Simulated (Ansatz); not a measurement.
# CH5FGeOSi: a ladder of functionals and wavefunction methods

The task here is to estimate one member of a computed series from the others.

The runs use Ansatz 0.2.0, Gaussian basis; functionals in def2-TZVPP, the program's frozen cores in correlated methods.

Plan: PBE-D4, r2SCAN-D4, PBE0-D4, B3LYP-D4, ωB97X-V, ωB97M-V, B2PLYP; CCSD(T)/def2-TZVPP; MP2/def2-QZVPP; extrapolation to the limit.

### Structure used throughout

An earlier PBE0-D4 in a triple-zeta def2 set relaxation fixed the geometry.

SMILES `F[CH2][GeH]1[O][SiH2]1`, 10 atoms, charge 0, spin multiplicity 1.

Atoms are counted from 1 here; the program's logs count them from 0.

Bond lengths: F1–C2 1.382 Å, C2–Ge3 1.972 Å, C2–H6 1.094 Å, C2–H7 1.094 Å, Ge3–O4 1.892 Å, Ge3–Si5 2.260 Å, Ge3–H8 1.536 Å, O4–Si5 1.650 Å, Si5–H9 1.484 Å, Si5–H10 1.485 Å. Angles: F1–C2–Ge3 110.9°, F1–C2–H6 108.9°, F1–C2–H7 108.5°, Ge3–C2–H6 108.5°, Ge3–C2–H7 110.9°, H6–C2–H7 109.1°, C2–Ge3–O4 108.4°, C2–Ge3–Si5 123.2°, C2–Ge3–H8 111.1°, O4–Ge3–Si5 45.8°, O4–Ge3–H8 108.8°, Si5–Ge3–H8 124.5°, Ge3–O4–Si5 79.0°, Ge3–Si5–O4 55.2°, Ge3–Si5–H9 122.9°, Ge3–Si5–H10 122.7°, O4–Si5–H9 117.3°, O4–Si5–H10 116.9° and more.

The first run:

File in.yaml:

```yaml
crystal:
  periodic: [false, false, false]
  atoms:
    - {symbol: F, position_ang: [-1.215103, 1.089353, 2.246857]}
    - {symbol: C, position_ang: [-0.282037, 1.229170, 1.236880]}
    - {symbol: Ge, position_ang: [0.221461, -0.527403, 0.495074]}
    - {symbol: O, position_ang: [-0.933843, -0.916635, -0.951556]}
    - {symbol: Si, position_ang: [0.529354, -0.894274, -1.713861]}
    - {symbol: H, position_ang: [-0.715319, 1.833128, 0.434661]}
    - {symbol: H, position_ang: [0.592561, 1.745880, 1.641912]}
    - {symbol: H, position_ang: [0.084180, -1.634595, 1.550772]}
    - {symbol: H, position_ang: [1.036265, -2.180253, -2.253730]}
    - {symbol: H, position_ang: [0.765483, 0.204529, -2.684111]}
basis:
  gaussian: {orbitals: def2-TZVPP}
hamiltonian: {xc: pbe, dispersion: d4}
output: {forces: true, orbitals: {seedname: orbitals}}
```

On the command line:

```bash
$ ansatz run in.yaml --threads 4 --pin off --events-out ev --progress --plain --max-ram 10444MiB
```

Among the steps run: PBE-D4 (GGA); r2SCAN-D4 (meta-GGA); PBE0-D4 (hybrid); B3LYP-D4 (hybrid); ωB97X-V (range-separated); ωB97M-V (range-separated); B2PLYP (double hybrid); CCSD(T) in def2-TZVPP; MP2 in def2-QZVPP.

One table of the session follows, with a row left open; its other results are not shown here.

| method | atomisation energy (kcal/mol) |
| --- | --- |
| PBE-D4 | 814.3 |
| r2SCAN-D4 | 804.8 |
| PBE0-D4 | ? |
| B3LYP-D4 | 795.2 |
| ωB97X-V | 805.3 |
| ωB97M-V | 799.1 |
| B2PLYP | 789.3 |
| HF/def2-TZVPP | 554.9 |
| MP2/def2-TZVPP | 796.3 |
| CCSD/def2-TZVPP | 766.3 |
| CCSD(T)/def2-TZVPP | 781.0 |
| MP2/CBS | 819.0 |
| CCSD(T)/CBS | 803.7 |

Estimate the missing values for PBE0-D4.

As computed: atomisation energy (kcal/mol): 794.7. In the column «atomisation energy (kcal/mol)» it lies between B2PLYP (789.3) and B3LYP-D4 (795.2).

To keep in mind: Free atoms (1 F, 1 C, 1 Ge, 1 O, 1 Si, 5 H) were run apart at each level; the atomisation energy is their sum less the molecule, without zero-point or spin-orbit terms.
